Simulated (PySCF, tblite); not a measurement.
# C₄H₂FO₂−: a rotation path, then NMR shifts and spin-spin couplings on frames, part 2 of 2

tblite 0.8.0 and PySCF 2.14.0. Atoms count from 0. Earlier steps stand in the parts before.

## Step 8: J couplings: image 4, B3LYP/pcJ-1

What the job is given:

```
{"job": {"kind": "j", "xc": "B3LYP", "basis": "pcJ-1"}, "charge": -1, "multiplicity": 1}
C      1.969100    -0.312400     1.034500
C      0.925600     0.171300     0.691400
C     -0.341900     0.637900     0.215400
F     -0.169100     1.666000    -0.723800
C     -1.244700    -0.588300    -0.453700
O     -2.377900    -0.228900    -0.747200
O     -0.673900    -1.667400    -0.531900
H      2.867000    -0.747700     1.356800
H     -0.940700     1.075600     1.026500
```

With the program's defaults for keys left out, this is: B3LYP/pcJ-1 indirect spin-spin coupling, non-relativistic, gas phase.

Standard output:

```text
coarse grid: 8848 points
cycle   1  E = -403.5460161955  dE =  1.103e+00  |g| = 1.261e+00  |ddm| = 2.958e+00
cycle   2  E = -402.8113963656  dE =  7.346e-01  |g| = 2.353e+00  |ddm| = 3.881e+00
cycle   3  E = -403.8125391138  dE = -1.001e+00  |g| = 2.484e-01  |ddm| = 3.111e+00
cycle   4  E = -403.8231397935  dE = -1.060e-02  |g| = 1.499e-01  |ddm| = 3.893e-01
cycle   5  E = -403.8263707198  dE = -3.231e-03  |g| = 8.743e-02  |ddm| = 1.468e-01
cycle   6  E = -403.8280057431  dE = -1.635e-03  |g| = 1.079e-02  |ddm| = 6.020e-02
cycle   7  E = -403.8280234242  dE = -1.768e-05  |g| = 5.029e-03  |ddm| = 1.147e-02
cycle   8  E = -403.8280275336  dE = -4.109e-06  |g| = 8.393e-04  |ddm| = 4.788e-03
final grid: 89600 points
cycle   9  E = -403.9070800052  dE = -1.637e-04  |g| = 7.446e-03  |ddm| = 1.960e-02
cycle  10  E = -403.9070675026  dE =  1.250e-05  |g| = 1.131e-02  |ddm| = 1.348e-02
cycle  11  E = -403.9070880113  dE = -2.051e-05  |g| = 1.342e-03  |ddm| = 9.027e-03
cycle  12  E = -403.9070880793  dE = -6.795e-08  |g| = 1.133e-03  |ddm| = 1.590e-03
cycle  13  E = -403.9070883678  dE = -2.885e-07  |g| = 2.649e-04  |ddm| = 8.259e-04
cycle  14  E = -403.9070883844  dE = -1.662e-08  |g| = 4.164e-05  |ddm| = 2.149e-04
cycle  15  E = -403.9070883847  dE = -2.692e-10  |g| = 1.481e-05  |ddm| = 3.536e-05
converged SCF energy = -403.9070883847

Indirect spin-spin couplings (Hz)
  i      j    bonds     total        FC       PSO       DSO        SD
  0 C    1 C    1    208.360   189.374     7.406     0.127    11.454
  0 C    2 C    2      8.522     9.197    -0.444    -0.109    -0.122
  0 C    3 F    3     11.227     9.698     1.528    -0.296     0.297
  0 C    4 C    3      1.297     1.193    -0.079    -0.031     0.214
  0 C    5 O    4     -0.756    -0.476     0.001     0.048    -0.329
  0 C    6 O    4     -0.875    -0.654    -0.119     0.001    -0.104
  0 C    7 H    1    252.982   252.759    -0.911     0.479     0.655
  0 C    8 H    3      4.915     4.596     0.780    -0.419    -0.042
  1 C    2 C    1     84.936    86.603    -2.442     0.297     0.479
  1 C    3 F    2     20.667    25.779    -4.690     0.044    -0.466
  1 C    4 C    2     -0.211    -0.116    -0.026     0.089    -0.158
  1 C    5 O    3     -0.867    -1.020    -0.108     0.043     0.219
  1 C    6 O    3      0.180     0.225     0.015    -0.030    -0.030
  1 C    7 H    2     50.116    44.457     5.828    -1.156     0.986
  1 C    8 H    2     -2.687    -2.642    -0.157    -0.023     0.134
  2 C    3 F    1   -230.375  -298.251    40.852     0.873    26.152
  2 C    4 C    1     36.624    35.619    -0.515     0.370     1.151
  2 C    5 O    2    -12.380   -11.741    -0.071    -0.010    -0.558
  2 C    6 O    2    -13.598   -12.122    -0.677    -0.006    -0.794
  2 C    7 H    3      2.760     2.919     0.233    -0.430     0.038
  2 C    8 H    1    157.243   156.367    -0.568     1.266     0.178
  3 F    4 C    2     16.445    15.922    -1.196     0.224     1.495
  3 F    5 O    3      6.298    -0.207     6.020     0.026     0.459
  3 F    6 O    3      9.135    -0.709     8.174     0.150     1.519
  3 F    7 H    4     -4.738    -6.862     2.527    -1.218     0.814
  3 F    8 H    2     60.215    52.025    12.291    -0.712    -3.389
  4 C    5 O    1     27.024    17.437    10.242    -0.129    -0.526
  4 C    6 O    1     27.219    17.655    10.378    -0.130    -0.684
  4 C    7 H    4     -1.225    -1.145     0.141    -0.216    -0.004
  4 C    8 H    2     -3.674    -3.712    -0.254     0.289     0.002
  5 O    6 O    2     -4.665    -0.180    -7.040    -0.049     2.604
  5 O    8 H    3      0.031     0.296    -0.192    -0.017    -0.056
  6 O    8 H    3     -0.586    -0.324    -0.363     0.222    -0.121
  7 H    8 H    4     -3.400    -3.385     1.471    -1.539     0.053
```

Wall time 26 s (1 thread of Intel Xeon 6975P-C, shared host); peak memory 0.86 GiB.

This run: J(C0,H7) 253.0 Hz, J(C2,F3) -230.4 Hz, J(C0,C1) 208.4 Hz (means over like pairs).

## Step 9: NMR shieldings: image 6, PBE0/pcSseg-1

What the job is given:

```
{"job": {"kind": "nmr", "xc": "PBE0", "basis": "pcSseg-1", "pop": false}, "charge": -1, "multiplicity": 1}
C      2.015700    -0.283600     0.909200
C      0.928400     0.159400     0.658000
C     -0.376900     0.616100     0.287100
F     -0.289800     1.751800    -0.525200
C     -1.240500    -0.584700    -0.458800
O     -1.950600    -0.194400    -1.372500
O     -1.065600    -1.686600     0.049100
H      2.950200    -0.693200     1.151600
H     -0.957400     0.921400     1.169800
```

Level: GIAO PBE0/pcSseg-1 NMR shielding, non-relativistic, gas phase.

Standard output:

```text
coarse grid: 8848 points
cycle   1  E = -403.1051032546  dE =  1.145e+00  |g| = 1.166e+00  |ddm| = 2.990e+00
cycle   2  E = -402.5975247040  dE =  5.076e-01  |g| = 2.025e+00  |ddm| = 3.417e+00
cycle   3  E = -403.3456969728  dE = -7.482e-01  |g| = 2.123e-01  |ddm| = 2.616e+00
cycle   4  E = -403.3535602691  dE = -7.863e-03  |g| = 1.198e-01  |ddm| = 3.401e-01
cycle   5  E = -403.3558669765  dE = -2.307e-03  |g| = 6.040e-02  |ddm| = 1.146e-01
cycle   6  E = -403.3566541951  dE = -7.872e-04  |g| = 8.385e-03  |ddm| = 4.558e-02
cycle   7  E = -403.3566653166  dE = -1.112e-05  |g| = 3.627e-03  |ddm| = 9.825e-03
cycle   8  E = -403.3566675404  dE = -2.224e-06  |g| = 6.492e-04  |ddm| = 3.431e-03
final grid: 89600 points
cycle   9  E = -403.4277774623  dE = -1.505e-05  |g| = 1.153e-02  |ddm| = 2.932e-02
cycle  10  E = -403.4277372863  dE =  4.018e-05  |g| = 1.898e-02  |ddm| = 2.662e-02
cycle  11  E = -403.4278007611  dE = -6.347e-05  |g| = 1.586e-03  |ddm| = 1.679e-02
cycle  12  E = -403.4278013215  dE = -5.604e-07  |g| = 5.406e-04  |ddm| = 1.441e-03
cycle  13  E = -403.4278013876  dE = -6.614e-08  |g| = 1.512e-04  |ddm| = 4.809e-04
cycle  14  E = -403.4278013934  dE = -5.733e-09  |g| = 2.850e-05  |ddm| = 1.702e-04
cycle  15  E = -403.4278013935  dE = -1.298e-10  |g| = 1.262e-05  |ddm| = 2.990e-05
converged SCF energy = -403.4278013935

GIAO shielding tensors (ppm)
atom      isotropic    diamagn.    paramagn.     s11        s22        s33       span
  0 C      111.399     257.386    -145.987     48.047     63.282    222.867    174.820
  1 C       91.541     264.078    -172.537    -14.943     -4.857    294.422    309.365
  2 C       98.742     244.014    -145.272     60.372     85.440    150.415     90.043
  3 F      384.563     474.339     -89.776    326.089    409.533    418.066     91.977
  4 C       25.377     244.400    -219.023    -72.966     40.983    108.114    181.080
  5 O       13.516     402.922    -389.407   -175.560    -23.940    240.047    415.607
  6 O       22.683     406.545    -383.862   -149.729    -16.161    233.938    383.667
  7 H       30.017      34.510      -4.493     25.719     26.101     38.232     12.513
  8 H       26.966      28.612      -1.646     23.692     27.697     29.508      5.816
```

It took 6.5 s on 1 thread of Intel Xeon 6975P-C, shared host; peak memory 0.64 GiB.

In short: δ C4 161.5, C1 95.4, C2 88.2, C0 75.5, H8 4.75, H7 1.70 ppm.

## Step 10: J couplings: image 6, B3LYP/pcJ-1

The job, as its differences from that of step 9:

```diff
@@ -1,2 +1,2 @@
-{"job": {"kind": "nmr", "xc": "PBE0", "basis": "pcSseg-1", "pop": false}, "charge": -1, "multiplicity": 1}
+{"job": {"kind": "j", "xc": "B3LYP", "basis": "pcJ-1"}, "charge": -1, "multiplicity": 1}
 C      2.015700    -0.283600     0.909200
```

Level: B3LYP/pcJ-1 indirect spin-spin coupling, non-relativistic, gas phase.

Standard output:

```text
coarse grid: 8848 points
cycle   1  E = -403.5482539956  dE =  1.111e+00  |g| = 1.260e+00  |ddm| = 2.957e+00
cycle   2  E = -402.7131741752  dE =  8.351e-01  |g| = 2.432e+00  |ddm| = 3.453e+00
cycle   3  E = -403.8089798814  dE = -1.096e+00  |g| = 2.985e-01  |ddm| = 2.787e+00
cycle   4  E = -403.8261422842  dE = -1.716e-02  |g| = 1.530e-01  |ddm| = 4.273e-01
cycle   5  E = -403.8287646987  dE = -2.622e-03  |g| = 9.832e-02  |ddm| = 1.477e-01
cycle   6  E = -403.8306883980  dE = -1.924e-03  |g| = 1.500e-02  |ddm| = 6.888e-02
cycle   7  E = -403.8307226482  dE = -3.425e-05  |g| = 6.624e-03  |ddm| = 1.604e-02
cycle   8  E = -403.8307297706  dE = -7.122e-06  |g| = 1.031e-03  |ddm| = 5.676e-03
final grid: 89600 points
cycle   9  E = -403.9106260131  dE = -1.646e-04  |g| = 7.085e-03  |ddm| = 2.108e-02
cycle  10  E = -403.9106149587  dE =  1.105e-05  |g| = 1.059e-02  |ddm| = 1.239e-02
cycle  11  E = -403.9106334086  dE = -1.845e-05  |g| = 1.304e-03  |ddm| = 8.172e-03
cycle  12  E = -403.9106334922  dE = -8.365e-08  |g| = 1.033e-03  |ddm| = 1.448e-03
cycle  13  E = -403.9106337257  dE = -2.335e-07  |g| = 2.781e-04  |ddm| = 7.701e-04
cycle  14  E = -403.9106337440  dE = -1.831e-08  |g| = 3.989e-05  |ddm| = 2.131e-04
cycle  15  E = -403.9106337443  dE = -2.360e-10  |g| = 1.635e-05  |ddm| = 3.472e-05
converged SCF energy = -403.9106337443

Indirect spin-spin couplings (Hz)
  i      j    bonds     total        FC       PSO       DSO        SD
  0 C    1 C    1    209.242   190.320     7.416     0.127    11.380
  0 C    2 C    2      9.698    10.562    -0.655    -0.109    -0.100
  0 C    3 F    3      8.577     7.569     1.575    -0.292    -0.275
  0 C    4 C    3      1.392     1.207     0.027    -0.025     0.184
  0 C    5 O    4     -1.081    -0.364    -0.290     0.044    -0.471
  0 C    6 O    4     -0.506    -0.459    -0.095     0.007     0.042
  0 C    7 H    1    253.363   253.095    -0.869     0.481     0.656
  0 C    8 H    3      5.025     4.719     0.769    -0.418    -0.045
  1 C    2 C    1     87.961    89.582    -2.390     0.299     0.470
  1 C    3 F    2     22.858    27.663    -4.650     0.044    -0.199
  1 C    4 C    2     -0.422    -0.258    -0.105     0.096    -0.155
  1 C    5 O    3     -0.144    -0.216    -0.164     0.038     0.198
  1 C    6 O    3      0.111     0.228    -0.020    -0.025    -0.072
  1 C    7 H    2     50.582    44.939     5.810    -1.156     0.989
  1 C    8 H    2     -4.910    -4.887    -0.159    -0.016     0.152
  2 C    3 F    1   -236.132  -293.967    32.918     0.883    24.034
  2 C    4 C    1     35.882    35.111    -0.644     0.373     1.041
  2 C    5 O    2    -10.234    -9.741     0.093    -0.005    -0.581
  2 C    6 O    2    -13.316   -13.278     0.150    -0.011    -0.178
  2 C    7 H    3      2.965     3.177     0.191    -0.429     0.026
  2 C    8 H    1    157.853   156.828    -0.416     1.275     0.167
  3 F    4 C    2     16.755    14.793    -0.400     0.173     2.189
  3 F    5 O    3      1.420    -1.807     3.889    -0.031    -0.630
  3 F    6 O    3      4.963     0.277     5.147     0.213    -0.674
  3 F    7 H    4     -3.295    -5.264     2.370    -1.211     0.809
  3 F    8 H    2     61.049    54.489    10.750    -0.734    -3.456
  4 C    5 O    1     26.722    17.351    10.205    -0.129    -0.705
  4 C    6 O    1     27.099    17.565    10.248    -0.130    -0.584
  4 C    7 H    4     -1.101    -1.061     0.158    -0.198    -0.000
  4 C    8 H    2     -3.822    -3.929    -0.221     0.318     0.011
  5 O    6 O    2     -4.818    -0.092    -7.033    -0.049     2.357
  5 O    8 H    3      0.359     0.550    -0.220     0.134    -0.105
  6 O    8 H    3      0.262     0.413    -0.203     0.078    -0.027
  7 H    8 H    4     -3.622    -3.610     1.478    -1.540     0.050
```

Wall time 26 s (1 thread of Intel Xeon 6975P-C, shared host); peak memory 0.86 GiB.

Key values: J(C0,H7) 253.4 Hz, J(C2,F3) -236.1 Hz, J(C0,C1) 209.2 Hz (means over like pairs).

## Step 11: NMR shieldings: image 8, PBE0/pcSseg-1

What the job is given:

```
{"job": {"kind": "nmr", "xc": "PBE0", "basis": "pcSseg-1", "pop": false}, "charge": -1, "multiplicity": 1}
C      2.041800    -0.245500     0.774300
C      0.920300     0.158700     0.625700
C     -0.418700     0.599300     0.374200
F     -0.415100     1.813000    -0.323000
C     -1.224600    -0.585900    -0.449500
O     -1.241200    -0.462200    -1.663400
O     -1.692800    -1.426800     0.312400
H      3.010800    -0.624500     0.910100
H     -0.967100     0.780000     1.307300
```

With the program's defaults for keys left out, this is: GIAO PBE0/pcSseg-1 NMR shielding, non-relativistic, gas phase.

Standard output:

```text
coarse grid: 8848 points
cycle   1  E = -403.1078254485  dE =  1.141e+00  |g| = 1.163e+00  |ddm| = 3.001e+00
cycle   2  E = -402.6156228267  dE =  4.922e-01  |g| = 2.006e+00  |ddm| = 2.711e+00
cycle   3  E = -403.3467743979  dE = -7.312e-01  |g| = 2.087e-01  |ddm| = 1.999e+00
cycle   4  E = -403.3538695496  dE = -7.095e-03  |g| = 1.243e-01  |ddm| = 2.775e-01
cycle   5  E = -403.3565426682  dE = -2.673e-03  |g| = 5.681e-02  |ddm| = 1.090e-01
cycle   6  E = -403.3572576415  dE = -7.150e-04  |g| = 8.215e-03  |ddm| = 4.307e-02
cycle   7  E = -403.3572685163  dE = -1.087e-05  |g| = 3.529e-03  |ddm| = 1.038e-02
cycle   8  E = -403.3572706145  dE = -2.098e-06  |g| = 6.647e-04  |ddm| = 3.341e-03
final grid: 89600 points
cycle   9  E = -403.4284291636  dE = -1.483e-05  |g| = 1.135e-02  |ddm| = 2.767e-02
cycle  10  E = -403.4283905859  dE =  3.858e-05  |g| = 1.864e-02  |ddm| = 2.258e-02
cycle  11  E = -403.4284517953  dE = -6.121e-05  |g| = 1.585e-03  |ddm| = 1.367e-02
cycle  12  E = -403.4284523540  dE = -5.587e-07  |g| = 5.363e-04  |ddm| = 1.425e-03
cycle  13  E = -403.4284524192  dE = -6.524e-08  |g| = 1.445e-04  |ddm| = 4.672e-04
cycle  14  E = -403.4284524245  dE = -5.274e-09  |g| = 2.757e-05  |ddm| = 1.650e-04
cycle  15  E = -403.4284524246  dE = -1.326e-10  |g| = 1.027e-05  |ddm| = 2.691e-05
converged SCF energy = -403.4284524246

GIAO shielding tensors (ppm)
atom      isotropic    diamagn.    paramagn.     s11        s22        s33       span
  0 C      112.523     257.380    -144.857     46.118     67.561    223.890    177.772
  1 C       90.661     263.738    -173.077    -13.543     -6.972    292.500    306.043
  2 C       96.223     241.506    -145.283     56.175     86.336    146.157     89.981
  3 F      383.247     473.478     -90.230    353.723    380.950    415.069     61.346
  4 C       24.567     245.750    -221.183    -73.123     40.103    106.721    179.845
  5 O       17.098     403.958    -386.861   -159.992    -25.942    237.226    397.218
  6 O       12.713     405.946    -393.233   -157.045     -8.982    204.166    361.211
  7 H       30.037      34.482      -4.445     25.809     25.992     38.311     12.502
  8 H       26.824      28.759      -1.935     23.530     27.473     29.469      5.939
```

It took 6 s on 1 thread of Intel Xeon 6975P-C, shared host; peak memory 0.64 GiB.

In short: δ C4 162.4, C1 96.3, C2 90.7, C0 74.4, H8 4.89, H7 1.68 ppm.

## Step 12: Spin-spin couplings: image 8, B3LYP/pcJ-1

The job, as its differences from that of step 11:

```diff
@@ -1,2 +1,2 @@
-{"job": {"kind": "nmr", "xc": "PBE0", "basis": "pcSseg-1", "pop": false}, "charge": -1, "multiplicity": 1}
+{"job": {"kind": "j", "xc": "B3LYP", "basis": "pcJ-1"}, "charge": -1, "multiplicity": 1}
 C      2.041800    -0.245500     0.774300
```

Method: B3LYP/pcJ-1 indirect spin-spin coupling, non-relativistic, gas phase.

Standard output:

```text
coarse grid: 8848 points
cycle   1  E = -403.5514495900  dE =  1.107e+00  |g| = 1.257e+00  |ddm| = 2.956e+00
cycle   2  E = -402.7264511128  dE =  8.250e-01  |g| = 2.422e+00  |ddm| = 3.261e+00
cycle   3  E = -403.8106026857  dE = -1.084e+00  |g| = 2.960e-01  |ddm| = 2.632e+00
cycle   4  E = -403.8264339301  dE = -1.583e-02  |g| = 1.611e-01  |ddm| = 3.853e-01
cycle   5  E = -403.8296072457  dE = -3.173e-03  |g| = 9.614e-02  |ddm| = 1.458e-01
cycle   6  E = -403.8315165257  dE = -1.909e-03  |g| = 1.508e-02  |ddm| = 6.700e-02
cycle   7  E = -403.8315522907  dE = -3.577e-05  |g| = 6.550e-03  |ddm| = 1.630e-02
cycle   8  E = -403.8315592740  dE = -6.983e-06  |g| = 1.030e-03  |ddm| = 5.625e-03
final grid: 89600 points
cycle   9  E = -403.9115922267  dE = -1.646e-04  |g| = 6.909e-03  |ddm| = 2.003e-02
cycle  10  E = -403.9115818261  dE =  1.040e-05  |g| = 1.027e-02  |ddm| = 1.217e-02
cycle  11  E = -403.9115991665  dE = -1.734e-05  |g| = 1.374e-03  |ddm| = 7.996e-03
cycle  12  E = -403.9115992677  dE = -1.012e-07  |g| = 1.085e-03  |ddm| = 1.499e-03
cycle  13  E = -403.9115995166  dE = -2.489e-07  |g| = 2.703e-04  |ddm| = 7.774e-04
cycle  14  E = -403.9115995331  dE = -1.649e-08  |g| = 3.951e-05  |ddm| = 2.068e-04
cycle  15  E = -403.9115995333  dE = -2.349e-10  |g| = 1.567e-05  |ddm| = 3.323e-05
converged SCF energy = -403.9115995333

Indirect spin-spin couplings (Hz)
  i      j    bonds     total        FC       PSO       DSO        SD
  0 C    1 C    1    206.375   187.755     7.254     0.125    11.241
  0 C    2 C    2     10.308    11.305    -0.787    -0.110    -0.101
  0 C    3 F    3     11.051     8.981     1.705    -0.290     0.655
  0 C    4 C    3      1.544     1.279     0.049    -0.014     0.230
  0 C    5 O    4     -1.099    -0.217    -0.367     0.027    -0.541
  0 C    6 O    4     -0.460    -0.212    -0.229     0.023    -0.043
  0 C    7 H    1    253.980   253.747    -0.895     0.475     0.654
  0 C    8 H    3      4.780     4.548     0.715    -0.418    -0.066
  1 C    2 C    1     81.300    82.930    -2.393     0.297     0.466
  1 C    3 F    2     19.158    25.240    -5.383     0.043    -0.742
  1 C    4 C    2     -0.921    -0.726    -0.118     0.113    -0.191
  1 C    5 O    3      0.256     0.365    -0.164     0.010     0.046
  1 C    6 O    3     -0.270    -0.038    -0.116    -0.001    -0.116
  1 C    7 H    2     50.514    44.936     5.756    -1.157     0.977
  1 C    8 H    2     -4.463    -4.455    -0.138    -0.022     0.153
  2 C    3 F    1   -243.624  -302.829    33.975     0.881    24.349
  2 C    4 C    1     36.467    35.644    -0.609     0.374     1.058
  2 C    5 O    2     -9.951    -9.270     0.023    -0.003    -0.701
  2 C    6 O    2    -14.973   -15.093     0.266    -0.013    -0.134
  2 C    7 H    3      2.256     2.488     0.170    -0.429     0.026
  2 C    8 H    1    167.958   167.091    -0.621     1.287     0.200
  3 F    4 C    2     16.799    14.621    -0.113     0.174     2.116
  3 F    5 O    3      3.461    -0.365     4.188    -0.017    -0.344
  3 F    6 O    3      5.328    -0.975     6.376     0.201    -0.274
  3 F    7 H    4     -4.172    -6.243     2.505    -1.205     0.771
  3 F    8 H    2     67.955    61.546    10.802    -0.780    -3.613
  4 C    5 O    1     26.944    17.609    10.223    -0.130    -0.758
  4 C    6 O    1     27.073    17.460    10.263    -0.129    -0.521
  4 C    7 H    4     -1.089    -1.066     0.154    -0.165    -0.012
  4 C    8 H    2     -3.487    -3.475    -0.279     0.270    -0.003
  5 O    6 O    2     -4.701    -0.070    -6.944    -0.049     2.362
  5 O    8 H    3     -0.305    -0.151    -0.299     0.268    -0.121
  6 O    8 H    3     -0.080     0.039    -0.091    -0.059     0.032
  7 H    8 H    4     -3.558    -3.530     1.471    -1.542     0.043
```

Run time: 26 s. Hardware: 1 thread of Intel Xeon 6975P-C, shared host; peak memory 0.86 GiB.

This run: J(C0,H7) 254.0 Hz, J(C2,F3) -243.6 Hz, J(C0,C1) 206.4 Hz (means over like pairs).

## Step 13: Side by side: NMR shifts

Shifts (ppm) of some atoms, chosen among heavy atoms and hydrogens apart, with basis size and wall time:

| frame | C2 | C0 | H8 | H7 | F3 | O5 | O6 | functions | time |
| --- | --- | --- | --- | --- | --- | --- | --- | --- | --- |
| image 0 | 90.7 | 74.4 | 4.89 | 1.68 | -212.3 | 323.4 | 318.9 | 129 | 6.5 s |
| image 2 | 98.0 | 77.5 | 5.04 | 1.80 | -229.2 | 339.1 | 304.9 | 129 | 5.9 s |
| image 4 | 93.8 | 80.4 | 4.84 | 1.90 | -230.1 | 318.3 | 322.8 | 129 | 6 s |
| image 6 | 88.2 | 75.5 | 4.75 | 1.70 | -213.6 | 322.6 | 313.4 | 129 | 6.5 s |
| image 8 | 90.7 | 74.4 | 4.89 | 1.68 | -212.3 | 319.0 | 323.4 | 129 | 6 s |

## Step 14: Comparing the runs: spin-spin couplings

Couplings (Hz), each a mean over the pairs like the one named, with basis size and wall time:

| frame | C0–H7 | C2–F3 | C0–C1 | C2–H8 | C1–C2 | F3–H8 | C1–H7 | functions | time |
| --- | --- | --- | --- | --- | --- | --- | --- | --- | --- |
| image 0 | 254.0 | -243.6 | 206.4 | 167.9 | 81.3 | 67.9 | 50.5 | 209 | 26 s |
| image 2 | 253.4 | -237.4 | 205.8 | 165.0 | 79.1 | 65.5 | 50.1 | 209 | 26 s |
| image 4 | 253.0 | -230.4 | 208.4 | 157.2 | 84.9 | 60.2 | 50.1 | 209 | 26 s |
| image 6 | 253.4 | -236.1 | 209.2 | 157.9 | 88.0 | 61.0 | 50.6 | 209 | 26 s |
| image 8 | 254.0 | -243.6 | 206.4 | 168.0 | 81.3 | 68.0 | 50.5 | 209 | 26 s |

## Step 15: Outcome

What follows sums up all 2 parts.

```
                                            quantity                               value
                                             barrier  0.080 eV (1.8 kcal/mol) at image 4
                               end to end (GFN2-xTB)                            0.000 eV
     ¹³C shifts against TMS (PBE0/pcSseg-1, image 0)         162.4, 96.3, 90.7, 74.4 ppm
      ¹H shifts against TMS (PBE0/pcSseg-1, image 0)                      4.89, 1.68 ppm
   ¹⁹F shifts against CFCl3 (PBE0/pcSseg-1, image 0)                          -212.3 ppm
     ¹⁷O shifts against H2O (PBE0/pcSseg-1, image 0)                    323.4, 318.9 ppm
largest coupling of the table (B3LYP/pcJ-1, image 0)             ¹J(C,H) C0–H7, 254.0 Hz
                            range of the shift of O5                  318.3 to 339.1 ppm
             range of J(C0,H7), mean over like pairs                   253.0 to 254.0 Hz
```

What this shows: Along the band the dihedral turns by 180°, and the top (dihedral -5°) lies 1.8 kcal/mol above the start (GFN2-xTB, rough), so at room temperature this motion is fast. The top was not checked by a frequency run. Shifts at one fixed geometry are not the observed spectrum, which averages over the motion. In the first frame run (image 0): Shielding is most anisotropic at O6 (span 397 ppm, paramagnetic term -387 ppm). In the run at B3LYP/pcJ-1, the largest coupling of the table is C0–H7, 254.0 Hz, of which the Fermi-contact term gives 253.7 Hz. In ppm, O5 moves most: its shift spreads over 20.8 ppm, from 318.3 (image 4) to 339.1 (image 2). The coupling C0–H7, as a mean over pairs of its kind, runs from 253.0 Hz (image 4) to 254.0 Hz (image 8).
